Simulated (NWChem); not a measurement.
# C8H18 (SMILES CCCC(CC)CC): levels of theory compared

Aim: a comparison of 4 runs (SVWN5/MINI, SVWN5/SBKJC-VDZ, SVWN5/LANL2DZ, SVWN5/MIDI!) of C8H18. 

The calculation is run with NWChem 7.3.0.

## (1) The molecule

C8H18 has 26 atoms, charge 0, and is taken as a singlet. As SMILES, `CCCC(CC)CC`. The coordinates come from a PBE0-D4/def2-TZVP relaxation. This is one conformer, not always the lowest.

Some bond lengths: C1–C2 1.520 Å, C2–C3 1.523 Å, C3–C4 1.529 Å, C4–C5 1.528 Å, C5–C6 1.519 Å, C4–C7 1.531 Å, C7–C8 1.520 Å, C1–H9 1.092 Å, C1–H10 1.093 Å, C1–H11 1.094 Å, C2–H12 1.095 Å, C2–H13 1.095 Å, C3–H14 1.097 Å, C3–H15 1.096 Å, C4–H16 1.098 Å, C5–H17 1.096 Å. Some angles: C1–C2–C3 114.0°, C2–C3–C4 116.1°, C3–C4–C5 109.4°, C3–C4–C7 112.9°, C5–C4–C7 113.1°, C4–C5–C6 114.8°, C4–C7–C8 115.2°, C1–C2–H12 109.1°, C1–C2–H13 109.5°, C3–C2–H12 108.3°.

## (2) The charge distribution at SVWN5/MINI (run 1)

File calc.xyz:

```xyz
26
C8H18
C      0.288200    -1.672200    -2.435900
C      0.651000    -1.959700    -0.988100
C     -0.289200    -1.318400     0.024700
C     -0.402300     0.205400    -0.033200
C     -1.406800     0.680800     1.016000
C     -1.690700     2.172900     0.995800
C      0.953500     0.908900     0.069900
C      1.702900     0.681600     1.373100
H      0.942000    -2.213800    -3.123300
H      0.373800    -0.608800    -2.672500
H     -0.741600    -1.973900    -2.649600
H      0.644900    -3.042500    -0.824500
H      1.680800    -1.638600    -0.798100
H     -1.293700    -1.737300    -0.114000
H      0.017400    -1.615800     1.034100
H     -0.819100     0.474100    -1.013200
H     -1.060700     0.385100     2.013200
H     -2.343600     0.135000     0.856600
H     -2.490700     2.429900     1.694000
H     -2.002500     2.501400    -0.000200
H     -0.813500     2.760600     1.276400
H      1.582000     0.586700    -0.766500
H      0.805400     1.983000    -0.077800
H      1.135800     1.040200     2.235800
H      1.918900    -0.376700     1.538900
H      2.657800     1.212100     1.368100
```

File calc.nw:

```
START calc
TITLE "C8H18"
memory 2200 mb
charge 0

GEOMETRY noautosym nocenter noautoz
load calc.xyz
END

BASIS spherical bse
* library MINI
END

DFT
xc slater vwn_5
grid fine
convergence energy 1e-08
maxiter 100
mulliken
noprint "final vectors analysis"
END

PROPERTY
dipole
quadrupole
mulliken
END

TASK dft property
```

Started as:

```console
$ nwchem calc.nw > calc.out
```

The program printed:

```text
[...]
          Wavefunction type:  closed shell.
          No. of atoms     :    26
          No. of electrons :    66
[...]
          Charge           :     0
          Spin multiplicity:     1
[...]
          AO basis - number of functions:    58
[...]
              XC Information
              --------------
                        Slater Exchange Functional  1.000 local
                      VWN V Correlation Functional  1.000 local
[...]
 d= 0,ls=0.0,diis     1   -310.1211335006 -7.23D+02  2.32D-02  7.44D-01     9.0
[...]
 d= 0,ls=0.0,diis     7   -310.1875547598 -9.94D-09  2.26D-06  1.01D-08    35.3
         Total DFT energy =     -310.187554759795
      One electron energy =    -1232.740631284310
           Coulomb energy =      555.196042337983
    Exchange-Corr. energy =      -45.883551988991
 Nuclear repulsion energy =      413.240586175522
[...]
      Total Density - Mulliken Population Analysis
     ---------------------------------------------
    Atom       Charge   Shell Charges
 -----------   ------   -------------------------------------------------------
    1 C    6     6.75   1.99  1.32  3.44
    2 C    6     6.51   1.99  1.25  3.27
    3 C    6     6.48   1.99  1.24  3.25
    4 C    6     6.25   1.99  1.17  3.09
    5 C    6     6.49   1.99  1.24  3.26
    6 C    6     6.75   1.99  1.32  3.44
    7 C    6     6.49   1.99  1.24  3.26
    8 C    6     6.75   1.99  1.32  3.44
    9 H    1     0.75   0.75
   10 H    1     0.75   0.75
[...]
   Dipole moment        0.1401350698 Debye(s)
             DMX       -0.0929263793 DMXEFC        0.0000000000
             DMY       -0.0935724098 DMYEFC        0.0000000000
             DMZ       -0.0473996829 DMZEFC        0.0000000000
   -EFC- dipole         0.0000000000 DEBYE(S)
   Total dipole         0.1401350698 DEBYE(S)
[...]
```

It took 36 s on 1 thread of Intel Xeon Platinum 8175M at 2.50GHz (Skylake/Cascade Lake), shared host; peak memory 0.13 GiB.

## (3) Energy and one-electron properties at SVWN5/SBKJC-VDZ (core potential) (run 2)

File c8h18.xyz:

```xyz
26
C8H18
C      0.288200    -1.672200    -2.435900
C      0.651000    -1.959700    -0.988100
C     -0.289200    -1.318400     0.024700
C     -0.402300     0.205400    -0.033200
C     -1.406800     0.680800     1.016000
C     -1.690700     2.172900     0.995800
C      0.953500     0.908900     0.069900
C      1.702900     0.681600     1.373100
H      0.942000    -2.213800    -3.123300
H      0.373800    -0.608800    -2.672500
H     -0.741600    -1.973900    -2.649600
H      0.644900    -3.042500    -0.824500
H      1.680800    -1.638600    -0.798100
H     -1.293700    -1.737300    -0.114000
H      0.017400    -1.615800     1.034100
H     -0.819100     0.474100    -1.013200
H     -1.060700     0.385100     2.013200
H     -2.343600     0.135000     0.856600
H     -2.490700     2.429900     1.694000
H     -2.002500     2.501400    -0.000200
H     -0.813500     2.760600     1.276400
H      1.582000     0.586700    -0.766500
H      0.805400     1.983000    -0.077800
H      1.135800     1.040200     2.235800
H      1.918900    -0.376700     1.538900
H      2.657800     1.212100     1.368100
```

File c8h18.nw:

```
start c8h18
title "C8H18"
memory stack 880 mb heap 220 mb global 1100 mb
charge 0

geometry noautosym nocenter noautoz
 load format xyz c8h18.xyz
end

basis "ao basis" spherical bse
 * library SBKJC-VDZ
end

ecp bse
 C library SBKJC-VDZ
end

dft
 xc slater vwn_5
 grid fine
 convergence energy 1e-08
 maxiter 100
 mulliken
 noprint "final vectors analysis"
end

property
 dipole
 quadrupole
 mulliken
end

task dft property
```

Started as:

```console
$ nwchem c8h18.nw > c8h18.out
```

The program printed:

```text
[...]
          Wavefunction type:  closed shell.
          No. of atoms     :    26
          No. of electrons :    50
[...]
          Charge           :     0
          Spin multiplicity:     1
[...]
          AO basis - number of functions:   100
[...]
              XC Information
              --------------
                        Slater Exchange Functional  1.000 local
                      VWN V Correlation Functional  1.000 local
[...]
 d= 0,ls=0.0,diis     1    -55.5024682361 -2.92D+02  1.72D-02  1.85D-01    10.2
[...]
 d= 0,ls=0.0,diis     8    -55.5373418509  2.26D-09  2.72D-06  3.51D-08    49.3
         Total DFT energy =      -55.537341850936
      One electron energy =     -549.573091925791
           Coulomb energy =      277.444842398342
    Exchange-Corr. energy =      -20.078619752413
 Nuclear repulsion energy =      236.669527428926
[...]
      Total Density - Mulliken Population Analysis
     ---------------------------------------------
    Atom       Charge   Shell Charges
 -----------   ------   -------------------------------------------------------
    1 C    4     4.58   1.13  2.72  0.05  0.69
    2 C    4     4.16   1.13  2.67 -0.23  0.60
    3 C    4     4.42   1.13  2.66 -0.10  0.73
    4 C    4     4.12   1.12  2.61 -0.20  0.59
    5 C    4     4.34   1.13  2.66 -0.15  0.69
    6 C    4     4.47   1.13  2.72 -0.05  0.68
    7 C    4     4.38   1.13  2.66 -0.11  0.69
    8 C    4     4.56   1.13  2.72  0.02  0.69
    9 H    1     0.81   0.44  0.37
   10 H    1     0.83   0.44  0.39
[...]
   Dipole moment        0.1149936314 Debye(s)
             DMX       -0.0650347792 DMXEFC        0.0000000000
             DMY       -0.0726003937 DMYEFC        0.0000000000
             DMZ       -0.0610179940 DMZEFC        0.0000000000
   -EFC- dipole         0.0000000000 DEBYE(S)
   Total dipole         0.1149936314 DEBYE(S)
[...]
```

Wall time 50 s (1 thread of Intel Xeon Platinum 8175M at 2.50GHz (Skylake/Cascade Lake), shared host); peak memory 0.14 GiB.

Run 3 isn't shown in full; the table further down has it.

## (4) Energy and one-electron properties at SVWN5/MIDI! (run 4)

File struct.nw:

```
start struct
title "C8H18"
memory 2200 mb
charge 0
geometry units angstroms noautosym nocenter noautoz
  C      0.288200    -1.672200    -2.435900
  C      0.651000    -1.959700    -0.988100
  C     -0.289200    -1.318400     0.024700
  C     -0.402300     0.205400    -0.033200
  C     -1.406800     0.680800     1.016000
  C     -1.690700     2.172900     0.995800
  C      0.953500     0.908900     0.069900
  C      1.702900     0.681600     1.373100
  H      0.942000    -2.213800    -3.123300
  H      0.373800    -0.608800    -2.672500
  H     -0.741600    -1.973900    -2.649600
  H      0.644900    -3.042500    -0.824500
  H      1.680800    -1.638600    -0.798100
  H     -1.293700    -1.737300    -0.114000
  H      0.017400    -1.615800     1.034100
  H     -0.819100     0.474100    -1.013200
  H     -1.060700     0.385100     2.013200
  H     -2.343600     0.135000     0.856600
  H     -2.490700     2.429900     1.694000
  H     -2.002500     2.501400    -0.000200
  H     -0.813500     2.760600     1.276400
  H      1.582000     0.586700    -0.766500
  H      0.805400     1.983000    -0.077800
  H      1.135800     1.040200     2.235800
  H      1.918900    -0.376700     1.538900
  H      2.657800     1.212100     1.368100
end
basis spherical bse
  * library "MIDI!"
end
dft
  xc slater vwn_5
  mult 1
  grid fine
  convergence energy 1e-08
  maxiter 100
  mulliken
  noprint "final vectors analysis"
end
property
  dipole
  quadrupole
  mulliken
end
task dft property
```

Started as:

```console
$ nwchem struct.nw > struct.out
```

The program printed:

```text
[...]
          Wavefunction type:  closed shell.
          No. of atoms     :    26
          No. of electrons :    66
[...]
          Charge           :     0
          Spin multiplicity:     1
[...]
          AO basis - number of functions:   108
[...]
              XC Information
              --------------
                        Slater Exchange Functional  1.000 local
                      VWN V Correlation Functional  1.000 local
[...]
 d= 0,ls=0.0,diis     1   -310.8078027170 -7.24D+02  6.36D-03  9.59D-01     9.4
[...]
 d= 0,ls=0.0,diis     8   -310.8772224443 -5.88D-10  1.30D-06  1.16D-08    42.7
         Total DFT energy =     -310.877222444269
      One electron energy =    -1239.831356346391
           Coulomb energy =      562.573359750652
    Exchange-Corr. energy =      -46.859812024052
 Nuclear repulsion energy =      413.240586175522
[...]
      Total Density - Mulliken Population Analysis
     ---------------------------------------------
    Atom       Charge   Shell Charges
 -----------   ------   -------------------------------------------------------
    1 C    6     6.54   1.99  0.81  0.52  1.55  1.68
    2 C    6     6.39   1.99  0.80  0.47  1.54  1.59
    3 C    6     6.33   1.99  0.81  0.44  1.54  1.56
    4 C    6     6.25   1.99  0.79  0.43  1.52  1.52
    5 C    6     6.36   1.99  0.80  0.45  1.54  1.57
    6 C    6     6.54   1.99  0.81  0.51  1.55  1.68
    7 C    6     6.37   1.99  0.80  0.46  1.54  1.58
    8 C    6     6.55   1.99  0.81  0.52  1.55  1.68
    9 H    1     0.81   0.54  0.27
   10 H    1     0.81   0.54  0.27
[...]
   Dipole moment        0.0299474107 Debye(s)
             DMX        0.0116304342 DMXEFC        0.0000000000
             DMY       -0.0119461311 DMYEFC        0.0000000000
             DMZ       -0.0248771051 DMZEFC        0.0000000000
   -EFC- dipole         0.0000000000 DEBYE(S)
   Total dipole         0.0299474107 DEBYE(S)
[...]
```

It took 44 s on 1 thread of Intel Xeon Platinum 8175M at 2.50GHz (Skylake/Cascade Lake), shared host; peak memory 0.13 GiB.

## (5) All runs side by side

```csv
run,level,core potential,energy (Eh),dipole moment (D),wall time
1,SVWN5/MINI,–,-310.187555,0.14,36 s
2,SVWN5/SBKJC-VDZ (core potential),SBKJC-VDZ,-55.537342,0.11,50 s
3,SVWN5/LANL2DZ,–,-312.632309,0.10,66 s
4,SVWN5/MIDI!,–,-310.877222,0.03,44 s
```

## (6) Summary of results

```
            quantity          value
 run 4: total energy  -310.87722 Eh
run 4: dipole moment         0.03 D
```

The dipole moment (its size) runs from 0.03 D (SVWN5/MIDI!) to 0.14 D (SVWN5/MINI). Some runs of one species differ in core potentials or relativity; totals across that change don't compare. In run 1 the basis is minimal, so the values are rough. All runs together took 3.3 min, the longest 66 s.
